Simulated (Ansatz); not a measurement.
# F2GeHS radical: a spread of methods and bases

Aim: run F2GeHS radical under a spread of inputs, and see what each costs and gives.

Computed with Ansatz 0.2.0, Gaussian basis. Level: the settings change from run to run.

## (1) The geometry

An earlier PBE0-D4 in a triple-zeta def2 set relaxation fixed the geometry.

SMILES `[F][Ge]([F])[SH]`, 5 atoms, charge 0, spin multiplicity 2.

Atoms are counted from 1 here; the program's logs count them from 0.

Bond lengths: F1–Ge2 1.736 Å, Ge2–F3 1.732 Å, Ge2–S4 2.229 Å, S4–H5 1.345 Å. Angles: F1–Ge2–F3 104.2°, F1–Ge2–S4 110.5°, F3–Ge2–S4 105.2°, Ge2–S4–H5 91.4°.

## (2) B3LYP5/aug-cc-pVDZ

Set apart from the defaults: charge -1, multiplicity 1, atoms shaken by 0.08 Å, the search for lower states set to light.

Contents of in.yaml:

```yaml
crystal:
  periodic: [false, false, false]
  atoms:
    - {symbol: F, position_ang: [0.707547, 0.337182, 1.565526]}
    - {symbol: Ge, position_ang: [0.019117, -0.657666, 0.396968]}
    - {symbol: F, position_ang: [1.317491, -1.527944, -0.316766]}
    - {symbol: S, position_ang: [-0.523462, 0.550319, -1.464481]}
    - {symbol: H, position_ang: [-1.223310, 1.321953, -0.462312]}
basis:
  gaussian: {orbitals: aug-cc-pVDZ}
total_charge: -1
hamiltonian: {xc: {name: B3LYP5}}
scf: {lower_state_search: light}
output: {forces: true}
```

Command:

```
$ ansatz run in.yaml --threads 4 --pin off --events-out ev --progress --plain --max-ram 10444MiB
```

What it wrote:

```text
Functional definition: B3LYP5
  name "B3LYP5"
  cite "Stephens, Devlin, Chabalowski & Frisch, J. Phys. Chem. 98, 11623 (1994) doi:10.1021/j100096a001"
  cite "Becke, Phys. Rev. A 38, 3098 (1988) doi:10.1103/PhysRevA.38.3098"
  cite "Lee, Yang & Parr, Phys. Rev. B 37, 785 (1988) doi:10.1103/PhysRevB.37.785"
  cite "Vosko, Wilk & Nusair, Can. J. Phys. 58, 1200 (1980) doi:10.1139/p80-159"
  parameter a0 = 0.2
  parameter ax = 0.72
  parameter ac = 0.81
  exchange = (1 - a0 - ax)*slater_x + ax*b88_x + a0*exact_x
  correlation = (1 - ac)*vwn5_c + ac*lyp_c
1193 factors; integrals over basis functions are off by at most 5.6e-4 eV
mean field evaluation 1: about -72801.7617 eV, gradient 1.4e1 eV
mean field evaluation 2: about -72801.6074 eV, gradient 1.5e1 eV
mean field evaluation 4: about -72802.3144 eV, gradient 8.6e-1 eV
mean field evaluation 8: about -72802.3386 eV, gradient 1.1e-1 eV
mean field evaluation 16: about -72802.3386 eV, gradient 2.6e-5 eV
mean field -72802.33858983 eV, -2675.4365959789 hartree, gradient 2.6e-5 eV, S^2 0.000000; 0 other end points of the search recorded, 0 dependent functions left out
the calculation of the forces begins
reference -72802.33882262 eV, -2675.4366045336 hartree; 34, 34 occupied and 84, 84 virtual orbitals, 1193 factors
Total energy: -72802.33882262 eV, -2675.4366045336 hartree
Atom 0 at     0.707547     0.337182     1.565526 Å, force     2.552143     3.129350     2.696869 eV/Å
Atom 1 at     0.019117    -0.657666     0.396968 Å, force    -5.267761    -3.367281    -0.096051 eV/Å
Atom 2 at     1.317491    -1.527944    -0.316766 Å, force     2.991783    -1.315933    -1.268439 eV/Å
Atom 3 at    -0.523462     0.550319    -1.464481 Å, force    -0.910708     2.252121     0.188461 eV/Å
Atom 4 at    -1.223310     1.321953    -0.462312 Å, force     0.634543    -0.698257    -1.520840 eV/Å
Dipole moment:    -0.037831     0.050135     0.118859 e Å
```

Run time: 1.9 s. Hardware: 4 threads of Intel Xeon Platinum 8488C, shared host.

Largest force 6.253 eV/Å.

## (3) PBE0/pcseg-2

Options: charge +1, multiplicity 1, coordinates scaled by 1.25.

Contents of in.yaml:

```yaml
crystal:
  periodic: [false, false, false]
  atoms:
    - {symbol: F, position_ang: [0.877367, 0.385532, 2.057899]}
    - {symbol: Ge, position_ang: [0.002109, -0.840980, 0.495490]}
    - {symbol: F, position_ang: [1.649497, -2.053021, -0.213302]}
    - {symbol: S, position_ang: [-0.735603, 0.734578, -1.680668]}
    - {symbol: H, position_ang: [-1.730995, 1.681767, -0.711295]}
basis:
  gaussian: {orbitals: pcseg-2}
total_charge: 1
hamiltonian: {xc: {name: PBE0}}
```

The command is unchanged.

What it wrote:

```text
Functional definition: PBE0
  name "PBE0"
  cite "Adamo & Barone, J. Chem. Phys. 110, 6158 (1999) doi:10.1063/1.478522"
  cite "Perdew, Burke & Ernzerhof, Phys. Rev. Lett. 77, 3865 (1996) doi:10.1103/PhysRevLett.77.3865"
  parent pbe
  parameter a = 0.25
  parameter kappa = 0.804
  parameter beta = 0.06672455060314922
  exchange = (1 - a)*pbe_x(kappa = kappa, mu = beta*pi^2/3) + a*exact_x
  correlation = pbe_c(beta = beta)
1036 factors; their error is unknown
mean field evaluation 1: about -72754.8790 eV, gradient 1.1e2 eV
mean field evaluation 2: about -72110.0171 eV, gradient 3.2e2 eV
mean field evaluation 4: about -72751.0170 eV, gradient 8.5e1 eV
mean field evaluation 8: about -72767.9735 eV, gradient 4.4e1 eV
mean field evaluation 16: about -72778.0319 eV, gradient 2.9e-3 eV
mean field -72778.03188141 eV, -2674.5433409202 hartree, gradient 2.1e-5 eV, S^2 0.000000; 2 other end points of the search recorded, 0 dependent functions left out
reference -72778.03191114 eV, -2674.5433420125 hartree; 33, 33 occupied and 118, 118 virtual orbitals, 1036 factors
Total energy: -72778.03191114 eV, -2674.5433420125 hartree
```

It took 2.2 s on 4 threads of Intel Xeon Platinum 8488C, shared host.

## (4) revPBE/6-31G*

Options: atoms shaken by 0.03 Å.

Contents of in.yaml:

```yaml
crystal:
  periodic: [false, false, false]
  atoms:
    - {symbol: F, position_ang: [0.713268, 0.254141, 1.607142]}
    - {symbol: Ge, position_ang: [0.014928, -0.679325, 0.452545]}
    - {symbol: F, position_ang: [1.310480, -1.629860, -0.182849]}
    - {symbol: S, position_ang: [-0.541557, 0.571630, -1.321111]}
    - {symbol: H, position_ang: [-1.363632, 1.353047, -0.568291]}
basis:
  gaussian: {orbitals: "6-31G*"}
magnetization: {spin_polarized: true, initial_magnetization: 1}
hamiltonian: {xc: {name: revPBE}}
```

Launched as before.

What it wrote:

```text
Functional definition: revPBE
  name "revPBE"
  cite "Zhang & Yang, Phys. Rev. Lett. 80, 890 (1998) doi:10.1103/PhysRevLett.80.890"
  cite "Perdew, Burke & Ernzerhof, Phys. Rev. Lett. 77, 3865 (1996) doi:10.1103/PhysRevLett.77.3865"
  parameter kappa = 1.245
  parameter beta = 0.06672455060314922
  exchange = pbe_x(kappa = kappa, mu = beta*pi^2/3)
  correlation = pbe_c(beta = beta)
869 factors; their error is unknown
mean field evaluation 1: about -72785.1527 eV, gradient 3.4e1 eV
mean field evaluation 2: about -72765.9197 eV, gradient 8.4e1 eV
mean field evaluation 4: about -72788.5641 eV, gradient 5.0e0 eV
mean field evaluation 8: about -72788.6724 eV, gradient 4.7e-2 eV
mean field evaluation 16: about -72788.6379 eV, gradient 2.3e-5 eV
mean field -72788.63789873 eV, -2674.9331048675 hartree, gradient 2.3e-5 eV, S^2 0.752179; 0 other end points of the search recorded, 0 dependent functions left out
reference -72788.63794464 eV, -2674.9331065548 hartree; 34, 33 occupied and 52, 53 virtual orbitals, 869 factors
Total energy: -72788.63794464 eV, -2674.9331065548 hartree
```

Run time: 0.7 s. Hardware: 4 threads of Intel Xeon Platinum 8488C, shared host.

⟨S²⟩ 0.752.

## (5) B2GP-PLYP/def2-SVPD

Set apart from the defaults: a grid of angular degree 11, finite nuclei.

Contents of in.yaml:

```yaml
crystal:
  periodic: [false, false, false]
  atoms:
    - {symbol: F, position_ang: [0.701894, 0.308426, 1.646319]}
    - {symbol: Ge, position_ang: [0.001687, -0.672784, 0.396392]}
    - {symbol: F, position_ang: [1.319598, -1.642417, -0.170641]}
    - {symbol: S, position_ang: [-0.588482, 0.587662, -1.344534]}
    - {symbol: H, position_ang: [-1.384796, 1.345413, -0.569036]}
basis:
  gaussian: {orbitals: def2-SVPD, final_grid: {core_spheres: 5, valence_spheres: 4, degree: 11}, nuclear_model: gaussian}
magnetization: {spin_polarized: true, initial_magnetization: 1}
hamiltonian: {xc: {name: B2GP-PLYP}}
output: {forces: true}
```

Launched as before.

What it wrote, cut to the lines that bear on the results:

```text
Functional definition: B2GP-PLYP
  name "B2GP-PLYP"
  cite "Karton, Tarnopolsky, Lamère, Schatz & Martin, J. Phys. Chem. A 112, 12868 (2008) doi:10.1021/jp801805p"
  cite "Becke, Phys. Rev. A 38, 3098 (1988) doi:10.1103/PhysRevA.38.3098"
  cite "Lee, Yang & Parr, Phys. Rev. B 37, 785 (1988) doi:10.1103/PhysRevB.37.785"
[...]
1135 factors; integrals over basis functions are off by at most 5.6e-4 eV
[...]
mean field -72758.71711381 eV, -2673.8335363026 hartree, gradient 7.6e-6 eV, S^2 0.760502; 0 other end points of the search recorded, 0 dependent functions left out
16 core orbitals not correlated: weight in the atoms' cores, before any rotation towards them, 1.000 or more for the frozen orbitals, at most 0.000 for the correlated occupied ones
reference -72758.71729957 eV, -2673.8335431291 hartree; 18, 17 occupied and 85, 86 virtual orbitals, 1135 factors
second order -23.50924841 eV of doubles, -0.00000000 eV of singles
[...]
Total energy: -72767.18062899 eV, -2674.1445647489 hartree
Atom 0 at     0.701894     0.308426     1.646319 Å, force     0.222772     0.315588     0.398344 eV/Å
Atom 1 at     0.001687    -0.672784     0.396392 Å, force    -0.565984    -0.125491    -0.086642 eV/Å
Atom 2 at     1.319598    -1.642417    -0.170641 Å, force     0.413740    -0.315454    -0.187965 eV/Å
Atom 3 at    -0.588482     0.587662    -1.344534 Å, force     0.027304     0.028814    -0.140648 eV/Å
Atom 4 at    -1.384796     1.345413    -0.569036 Å, force    -0.097832     0.096542     0.016912 eV/Å
Dipole moment:    -0.560849     0.088895    -0.061065 e Å
```

Wall time 3.8 s (4 threads of Intel Xeon Platinum 8488C, shared host); peak memory 0.47 GiB.

Largest force 0.586 eV/Å, dipole 2.74 D, ⟨S²⟩ 0.761.

## (6) wB97X/def2-SVP

Options: density fitting with cc-pVTZ-jkfit, relativity set to scalar.

Changes to in.yaml since step 5:

```diff
@@ -9,5 +9,5 @@
 basis:
-  gaussian: {orbitals: def2-SVPD, final_grid: {core_spheres: 5, valence_spheres: 4, degree: 11}, nuclear_model: gaussian}
+  gaussian: {orbitals: def2-SVP, fitting: {mean_field: cc-pVTZ-jkfit}}
 magnetization: {spin_polarized: true, initial_magnetization: 1}
-hamiltonian: {xc: {name: B2GP-PLYP}}
+hamiltonian: {xc: {name: wB97X}, pseudopotentials: {relativity: scalar}}
 output: {forces: true}
```

Same command.

What it wrote, cut to the lines that bear on the results:

```text
Functional definition: wB97X
  name "wB97X"
  cite "Chai & Head-Gordon, J. Chem. Phys. 128, 084106 (2008) doi:10.1063/1.2834918"
  cite "Becke, J. Chem. Phys. 107, 8554 (1997) doi:10.1063/1.475007"
[...]
  # The coefficients of nought are those of the uniform gas.
[...]
      + exact_x_lr(omega)
[...]
      + integral(e_c_pw_opposite_spin*poly(b97_u_opposite, 1, cos1, cos2, cos3, cos4))
516 factors; integrals over basis functions are off by at most 9.2e-2 eV
516 factors; integrals over basis functions are off by at most 3.3e-7 eV
[...]
mean field -73287.03264452 eV, -2693.2487739511 hartree, gradient 2.6e-5 eV, S^2 0.757425; 0 other end points of the search recorded, 0 dependent functions left out
[...]
reference -73287.03262459 eV, -2693.2487732186 hartree; 34, 33 occupied and 49, 50 virtual orbitals, 516 factors
Total energy: -73287.03262459 eV, -2693.2487732186 hartree
Relativity: scalar
Atom 0 at     0.701894     0.308426     1.646319 Å, force     0.057506     0.071474     0.091716 eV/Å
Atom 1 at     0.001687    -0.672784     0.396392 Å, force    -0.111565    -0.063390    -0.034727 eV/Å
Atom 2 at     1.319598    -1.642417    -0.170641 Å, force     0.106155    -0.081611    -0.011380 eV/Å
Atom 3 at    -0.588482     0.587662    -1.344534 Å, force    -0.001900     0.011619    -0.061543 eV/Å
Atom 4 at    -1.384796     1.345413    -0.569036 Å, force    -0.050196     0.061908     0.015935 eV/Å
Dipole moment:    -0.554729     0.100510    -0.008065 e Å
```

It took 3.1 s on 4 threads of Intel Xeon Platinum 8488C, shared host.

Largest force 0.134 eV/Å, dipole 2.71 D, ⟨S²⟩ 0.757.

## (7) HSE06/ANO-RCC-VTZP

This run has high accuracy.

Changes to in.yaml since step 6:

```diff
@@ -9,5 +9,6 @@
 basis:
-  gaussian: {orbitals: def2-SVP, fitting: {mean_field: cc-pVTZ-jkfit}}
+  gaussian: {orbitals: ANO-RCC-VTZP}
 magnetization: {spin_polarized: true, initial_magnetization: 1}
-hamiltonian: {xc: {name: wB97X}, pseudopotentials: {relativity: scalar}}
+hamiltonian: {xc: {name: HSE06}}
+accuracy: high
 output: {forces: true}
```

Same command.

What it wrote, cut to the lines that bear on the results:

```text
Functional definition: HSE06
  name "HSE06"
  cite "Heyd, Scuseria & Ernzerhof, J. Chem. Phys. 118, 8207 (2003) doi:10.1063/1.1564060"
  cite "Krukau, Vydrov, Izmaylov & Scuseria, J. Chem. Phys. 125, 224106 (2006) doi:10.1063/1.2404663"
  cite "Heyd & Scuseria, J. Chem. Phys. 120, 7274 (2004) doi:10.1063/1.1668634"
  cite "Ernzerhof & Perdew, J. Chem. Phys. 109, 3313 (1998) doi:10.1063/1.476928"
  cite "Perdew, Burke & Ernzerhof, Phys. Rev. Lett. 77, 3865 (1996) doi:10.1103/PhysRevLett.77.3865"
  parent pbe
[...]
  # The whole range is PBE's own exchange, as in plane waves. The composition of these papers is wPBEh.
[...]
2793 factors; integrals over basis functions are off by at most 4.2e-9 eV
122 factors; integrals over basis functions are off by at most 9.3e-10 eV
[...]
mean field -73420.21249048 eV, -2698.1430430176 hartree, gradient 4.9e-8 eV, S^2 0.755380; 0 other end points of the search recorded, 0 dependent functions left out
[...]
reference -73420.21249594 eV, -2698.1430432184 hartree; 34, 33 occupied and 117, 118 virtual orbitals, 2793 factors
Total energy: -73420.21249594 eV, -2698.1430432184 hartree
Relativity: scalar
Atom 0 at     0.701894     0.308426     1.646319 Å, force     0.030116     0.026435     0.049117 eV/Å
Atom 1 at     0.001687    -0.672784     0.396392 Å, force    -0.057479    -0.035204     0.041757 eV/Å
Atom 2 at     1.319598    -1.642417    -0.170641 Å, force     0.049940    -0.032612    -0.016500 eV/Å
Atom 3 at    -0.588482     0.587662    -1.344534 Å, force    -0.017680     0.038678    -0.089076 eV/Å
Atom 4 at    -1.384796     1.345413    -0.569036 Å, force    -0.004897     0.002702     0.014702 eV/Å
Dipole moment:    -0.563407     0.102200    -0.084055 e Å
```

Wall time 89 s (4 threads of Intel Xeon Platinum 8488C, shared host); peak memory 1.1 GiB.

Largest force 0.099 eV/Å, dipole 2.78 D, ⟨S²⟩ 0.755.

## (8) RPBE/aug-cc-pVDZ

Set apart from the defaults: charge +1, multiplicity 1.

Changes to in.yaml since step 7:

```diff
@@ -9,6 +9,5 @@
 basis:
-  gaussian: {orbitals: ANO-RCC-VTZP}
-magnetization: {spin_polarized: true, initial_magnetization: 1}
-hamiltonian: {xc: {name: HSE06}}
-accuracy: high
+  gaussian: {orbitals: aug-cc-pVDZ}
+total_charge: 1
+hamiltonian: {xc: {name: RPBE}}
 output: {forces: true}
```

Launched as before.

What it wrote, cut to the lines that bear on the results:

```text
Functional definition: RPBE
  name "RPBE"
  cite "Hammer, Hansen & Nørskov, Phys. Rev. B 59, 7413 (1999) doi:10.1103/PhysRevB.59.7413"
  cite "Perdew, Burke & Ernzerhof, Phys. Rev. Lett. 77, 3865 (1996) doi:10.1103/PhysRevLett.77.3865"
[...]
1209 factors; their error is unknown
[...]
mean field -72791.68769372 eV, -2675.0451827662 hartree, gradient 3.5e-5 eV, S^2 0.000000; 1 other end points of the search recorded, 0 dependent functions left out
[...]
reference -72791.68775072 eV, -2675.0451848608 hartree; 33, 33 occupied and 85, 85 virtual orbitals, 1209 factors
Total energy: -72791.68775072 eV, -2675.0451848608 hartree
Atom 0 at     0.701894     0.308426     1.646319 Å, force    -0.523793    -0.308791     0.618221 eV/Å
Atom 1 at     0.001687    -0.672784     0.396392 Å, force     1.382432     1.350768    -1.090709 eV/Å
Atom 2 at     1.319598    -1.642417    -0.170641 Å, force    -0.223764    -0.713469     0.187445 eV/Å
Atom 3 at    -0.588482     0.587662    -1.344534 Å, force    -0.133856    -0.974263    -0.120303 eV/Å
Atom 4 at    -1.384796     1.345413    -0.569036 Å, force    -0.501019     0.645755     0.405346 eV/Å
Dipole moment:    -0.799267     0.211329    -0.214218 e Å
```

Wall time 1.1 s (4 threads of Intel Xeon Platinum 8488C, shared host).

Largest force 2.219 eV/Å.

## (9) HSE06/def2-SVPD

Set apart from the defaults: atoms shaken by 0.03 Å, D4 dispersion.

Contents of in.yaml:

```yaml
crystal:
  periodic: [false, false, false]
  atoms:
    - {symbol: F, position_ang: [0.753758, 0.357551, 1.647337]}
    - {symbol: Ge, position_ang: [-0.001550, -0.719914, 0.378147]}
    - {symbol: F, position_ang: [1.373830, -1.617401, -0.187042]}
    - {symbol: S, position_ang: [-0.590059, 0.603219, -1.389709]}
    - {symbol: H, position_ang: [-1.360481, 1.346177, -0.581507]}
basis:
  gaussian: {orbitals: def2-SVPD}
magnetization: {spin_polarized: true, initial_magnetization: 1}
hamiltonian: {xc: {name: HSE06}, dispersion: d4}
output: {forces: true}
```

Launched as before.

What it wrote, cut to the lines that bear on the results:

```text
Functional definition: HSE06
  name "HSE06"
  cite "Heyd, Scuseria & Ernzerhof, J. Chem. Phys. 118, 8207 (2003) doi:10.1063/1.1564060"
  cite "Krukau, Vydrov, Izmaylov & Scuseria, J. Chem. Phys. 125, 224106 (2006) doi:10.1063/1.2404663"
  cite "Heyd & Scuseria, J. Chem. Phys. 120, 7274 (2004) doi:10.1063/1.1668634"
  cite "Ernzerhof & Perdew, J. Chem. Phys. 109, 3313 (1998) doi:10.1063/1.476928"
  cite "Perdew, Burke & Ernzerhof, Phys. Rev. Lett. 77, 3865 (1996) doi:10.1103/PhysRevLett.77.3865"
  parent pbe
[...]
  # The whole range is PBE's own exchange, as in plane waves. The composition of these papers is wPBEh.
[...]
1135 factors; integrals over basis functions are off by at most 5.7e-4 eV
104 factors; integrals over basis functions are off by at most 1.1e-6 eV
[...]
mean field -72774.74988328 eV, -2674.4227297135 hartree, gradient 2.9e-5 eV, S^2 0.756016; 0 other end points of the search recorded, 0 dependent functions left out
[...]
reference -72774.74993422 eV, -2674.4227315855 hartree; 34, 33 occupied and 85, 86 virtual orbitals, 1135 factors
Total energy: -72774.83843289 eV, -2674.4259838515 hartree
Atom 0 at     0.753758     0.357551     1.647337 Å, force    -0.710861    -0.904009    -0.960085 eV/Å
Atom 1 at    -0.001550    -0.719914     0.378147 Å, force     0.540160     1.408016     0.701549 eV/Å
Atom 2 at     1.373830    -1.617401    -0.187042 Å, force     0.152993    -0.240185    -0.099669 eV/Å
Atom 3 at    -0.590059     0.603219    -1.389709 Å, force     0.244557    -0.511031     0.189095 eV/Å
Atom 4 at    -1.360481     1.346177    -0.581507 Å, force    -0.226848     0.247210     0.169109 eV/Å
Dipole moment:    -0.613406     0.008956    -0.114231 e Å
```

It took 2.4 s on 4 threads of Intel Xeon Platinum 8488C, shared host; peak memory 0.42 GiB.

Largest force 1.663 eV/Å, dipole 3.00 D, ⟨S²⟩ 0.756.

## (10) PBE0-DH/ANO-RCC-VTZP

Contents of in.yaml:

```yaml
crystal:
  periodic: [false, false, false]
  atoms:
    - {symbol: F, position_ang: [0.701894, 0.308426, 1.646319]}
    - {symbol: Ge, position_ang: [0.001687, -0.672784, 0.396392]}
    - {symbol: F, position_ang: [1.319598, -1.642417, -0.170641]}
    - {symbol: S, position_ang: [-0.588482, 0.587662, -1.344534]}
    - {symbol: H, position_ang: [-1.384796, 1.345413, -0.569036]}
basis:
  gaussian: {orbitals: ANO-RCC-VTZP}
magnetization: {spin_polarized: true, initial_magnetization: 1}
hamiltonian: {xc: {name: PBE0-DH}}
output: {forces: true}
```

The command is unchanged.

What it wrote, cut to the lines that bear on the results:

```text
Functional definition: PBE0-DH
  name "PBE0-DH"
  cite "Brémond & Adamo, J. Chem. Phys. 135, 024106 (2011) doi:10.1063/1.3604569"
  cite "Perdew, Burke & Ernzerhof, Phys. Rev. Lett. 77, 3865 (1996) doi:10.1103/PhysRevLett.77.3865"
[...]
964 factors; integrals over basis functions are off by at most 8.3e-4 eV
[...]
mean field -73412.63176303 eV, -2697.8644564224 hartree, gradient 9.7e-6 eV, S^2 0.759708; 0 other end points of the search recorded, 0 dependent functions left out
16 core orbitals not correlated: weight in the atoms' cores, before any rotation towards them, 1.000 or more for the frozen orbitals, at most 0.000 for the correlated occupied ones
reference -73412.63179401 eV, -2697.8644575609 hartree; 18, 17 occupied and 117, 118 virtual orbitals, 964 factors
second order -37.81286395 eV of doubles, -0.00000000 eV of singles
[...]
Total energy: -73417.35840201 eV, -2698.0381572009 hartree
Relativity: scalar
Atom 0 at     0.701894     0.308426     1.646319 Å, force    -0.131141    -0.202672    -0.245539 eV/Å
Atom 1 at     0.001687    -0.672784     0.396392 Å, force     0.341714     0.114188    -0.003497 eV/Å
Atom 2 at     1.319598    -1.642417    -0.170641 Å, force    -0.255392     0.191019     0.120750 eV/Å
Atom 3 at    -0.588482     0.587662    -1.344534 Å, force    -0.040656    -0.014792     0.200696 eV/Å
Atom 4 at    -1.384796     1.345413    -0.569036 Å, force     0.085474    -0.087744    -0.072409 eV/Å
Dipole moment:    -0.578779     0.093324    -0.076007 e Å
```

Wall time 17 s (4 threads of Intel Xeon Platinum 8488C, shared host); peak memory 0.88 GiB.

Largest force 0.360 eV/Å, dipole 2.84 D, ⟨S²⟩ 0.760.

## (11) All runs side by side

| level | charge | multiplicity | geometry | functions | energy (eV) | time |
| --- | --- | --- | --- | --- | --- | --- |
| B3LYP5/aug-cc-pVDZ | -1 | 1 | shaken | 118 | -72802.339 | 1.9 s |
| PBE0/pcseg-2 | 1 | 1 | scaled | 151 | -72778.032 | 2.2 s |
| revPBE/6-31G* | 0 | 2 | shaken | 86 | -72788.638 | 0.7 s |
| B2GP-PLYP/def2-SVPD | 0 | 2 | relaxed | 119 | -72767.181 | 3.8 s |
| wB97X/def2-SVP | 0 | 2 | relaxed | 83 | -73287.033 | 3.1 s |
| HSE06/ANO-RCC-VTZP | 0 | 2 | relaxed | 151 | -73420.212 | 89 s |
| RPBE/aug-cc-pVDZ | 1 | 1 | relaxed | 118 | -72791.688 | 1.1 s |
| HSE06/def2-SVPD | 0 | 2 | shaken | 119 | -72774.838 | 2.4 s |
| PBE0-DH/ANO-RCC-VTZP | 0 | 2 | relaxed | 151 | -73417.358 | 17 s |

## (12) Outcome

| quantity | value |
| --- | --- |
| runs | 9 |
| quickest | revPBE/6-31G*, 0.7 s |
| slowest | HSE06/ANO-RCC-VTZP, 89 s |
| spread of total energies, same state and geometry | 653.0 eV |
| dipole, same state and geometry | 2.71 to 2.84 D |

**Reading.** HSE06/ANO-RCC-VTZP took 126 times as long as revPBE/6-31G*. The jobs differ in tasks and options as well as level. Total energies at one charge and spin differ by 653 eV between levels, so only differences within one level mean anything. Some of these runs are scalar-relativistic and others not, which shifts the totals of all-electron atoms past neon by several eV an atom and more; core potentials, where a basis has them, take the core out of the total altogether. At the PBE0-D4/def2-TZVP geometry and in the same state, the sound runs without point charges leave forces up to 0.59 eV/Å (B2GP-PLYP/def2-SVPD), against 1.7 eV/Å where the atoms were moved. At that geometry and state the dipole changes by 5 % between the lowest and highest value.
